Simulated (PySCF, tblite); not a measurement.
**C5H13PSSi: infrared bands and NMR shifts**

Aim: predict the infrared bands and NMR shifts of C5H13PSSi (`C[SiH2]P1CCSCC1`).

Computed with tblite 0.8.0 and PySCF 2.14.0, with density-fitted response routines of our own, on a single molecule in the gas phase. Atoms count from 0, in the outputs and in this text.

### Step 1. The molecule as given

21 atoms, charge 0, multiplicity 1; geometry from: GFN2-xTB.

Bonds of the start (Å): C0–Si1 1.90, Si1–P2 2.25, P2–C3 1.87, C3–C4 1.52, C4–S5 1.82, S5–C6 1.82, C6–C7 1.52, C7–P2 1.87, C0–H8 1.09, C0–H9 1.09, C0–H10 1.08, Si1–H11 1.47, Si1–H12 1.47, C3–H13 1.09, C3–H14 1.09, C4–H15 1.09, C4–H16 1.09, C6–H17 1.09, C6–H18 1.09, C7–H19 1.09, C7–H20 1.09.

### Step 2. Harmonic vibrations with GFN2-xTB

The job: settings as JSON, then the geometry in Å.

```
{"job": {"kind": "ir", "xc": "GFN2-xTB", "basis": "xTB"}, "charge": 0, "multiplicity": 1}
C      3.344387    -0.110401     0.420115
Si     1.691003    -0.588096     1.218790
P      0.158081    -0.750765    -0.416256
C     -0.096710     1.063305    -0.780478
C     -1.376850     1.281112    -1.570033
S     -2.860300     1.023107    -0.547160
C     -2.624450    -0.737087    -0.147281
C     -1.354076    -0.972341     0.653384
H      3.639920    -0.840554    -0.327686
H      3.287603     0.858097    -0.068968
H      4.131154    -0.060066     1.165401
H      1.334773     0.404356     2.246945
H      1.770160    -1.908217     1.854294
H     -0.130404     1.645294     0.144952
H      0.757272     1.401879    -1.374776
H     -1.438241     0.602707    -2.423701
H     -1.453376     2.310297    -1.922628
H     -2.611540    -1.293567    -1.087095
H     -3.509793    -1.017139     0.424781
H     -1.325653    -0.293968     1.510910
H     -1.341881    -2.001011     1.026018
```

**Question.** This job is followed by: GIAO PBE0/pcSseg-1 NMR shielding, non-relativistic, gas phase. What will the session give for the following? strongest single infrared mode (GFN2-xTB); zero-point energy (GFN2-xTB); ¹³C shifts against TMS (PBE0/pcSseg-1, means over atoms taken as alike); ¹H shifts against TMS (PBE0/pcSseg-1, means over atoms taken as alike); ²⁹Si shifts against TMS (PBE0/pcSseg-1); ³¹P shifts against H3PO4 (PBE0/pcSseg-1); ³³S shifts against CS2 (PBE0/pcSseg-1).

The runs gave:

| quantity | value |
| --- | --- |
| strongest single infrared mode (GFN2-xTB) | 2172 cm⁻¹, 252 km/mol |
| zero-point energy (GFN2-xTB) | 103.6 kcal/mol |
| ¹³C shifts against TMS (PBE0/pcSseg-1, means over atoms taken as alike) | 36.9, 27.2, -9.2 ppm |
| ¹H shifts against TMS (PBE0/pcSseg-1, means over atoms taken as alike) | 4.21, 2.84, 1.89, 0.20 ppm |
| ²⁹Si shifts against TMS (PBE0/pcSseg-1) | -37.2 ppm |
| ³¹P shifts against H3PO4 (PBE0/pcSseg-1) | -131.1 ppm |
| ³³S shifts against CS2 (PBE0/pcSseg-1) | 27 ppm |

No mode is imaginary among the 57: a minimum at this level. The strongest single mode, at 2172 cm⁻¹, moves mainly H11. GFN2-xTB is a fitted tight-binding method: band positions and strengths are rough. Its intensities can rank the bands wrongly. At PBE0/pcSseg-1: The largest span, 244 ppm, is at S5, where the paramagnetic term is -578 ppm.
